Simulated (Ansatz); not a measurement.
# FeSe2: the cost of one run

Computed with Ansatz 0.2.0 (DFT r²SCAN+U (U_eff = 2 eV on Fe d), plane waves, PAW, unless a step's input says otherwise).

## (1) The starting structure

It takes space group Pnnm (No. 58, orthorhombic). Conventional cell: a = 4.788 Å, b = 5.778 Å, c = 3.582 Å, α = 90.00°, β = 90.00°, γ = 90.00°. Fe (site symmetry 2/m) is surrounded by 6 Se at 2.37 to 2.38 Å. Around Se (site symmetry m) lie 3 Fe at 2.37 to 2.38 Å and 1 Se at 2.55 Å.

As a file:

```cif
data_structure
_symmetry_space_group_name_H-M 'P 1'
_symmetry_Int_Tables_number 1
_cell_length_a 4.7885
_cell_length_b 5.7782
_cell_length_c 3.5821
_cell_angle_alpha 90.000
_cell_angle_beta 90.000
_cell_angle_gamma 90.000
_cell_volume 99.11
loop_
_atom_site_label
_atom_site_type_symbol
_atom_site_fract_x
_atom_site_fract_y
_atom_site_fract_z
_atom_site_occupancy
Fe1 Fe 0.00000 0.00000 0.00000 1
Fe2 Fe 0.50000 0.50000 0.50000 1
Se1 Se 0.21480 0.36920 0.00000 1
Se2 Se 0.78520 0.63080 0.00000 1
Se3 Se 0.71480 0.13080 0.50000 1
Se4 Se 0.28520 0.86920 0.50000 1
```

Magnetic order typed: opposed in the cell.

## (2) From atoms, symmetry kept, no search

input.yaml

```yaml
crystal:
  lattice:
    - [4.78849992, 0.0, 0.0]
    - [0.0, 5.7781999, 0.0]
    - [0.0, 0.0, 3.58209994]
  atoms:
    - { symbol: Fe, position: [0.0, 0.0, 0.0], spin: 4.0 }
    - { symbol: Fe, position: [0.5, 0.5, 0.5], spin: -4.0 }
    - { symbol: Se, position: [0.2148, 0.3692, 0.0] }
    - { symbol: Se, position: [0.7852, 0.6308, 0.0] }
    - { symbol: Se, position: [0.7148, 0.1308, 0.5] }
    - { symbol: Se, position: [0.2852, 0.8692, 0.5] }
basis:
  ecutwfc: 500
  ecutrho_ratio: 4
kpoints:
  mp_grid: { grid: [4, 4, 5] }
hamiltonian:
  xc: r2scan
  hubbard:
    sites: [{ site: 0, l: d, u_eff: 2.0 }, { site: 1, l: d, u_eff: 2.0 }]
scf:
  occupations: { method: gaussian, width: 0.05 }
  lower_state_search: "off"
  max_iter: 150
output:
  forces: true
  stress: true
  eigenvalues: true
  populations: true
  hubbard: { sites: [{ site: 0, l: d }, { site: 1, l: d }] }
magnetization:
  spin_polarized: true
```

The run is started by

```
> ansatz run input.yaml --threads 8 --pin off --max-ram 12288MiB --backend cpu --events-out ev --progress --plain --runs-dir out
```

Q: Estimate wall time and peak memory on 8 threads of Arm Neoverse V1, shared host.

About 24 s, with a peak of 1.2 GiB.
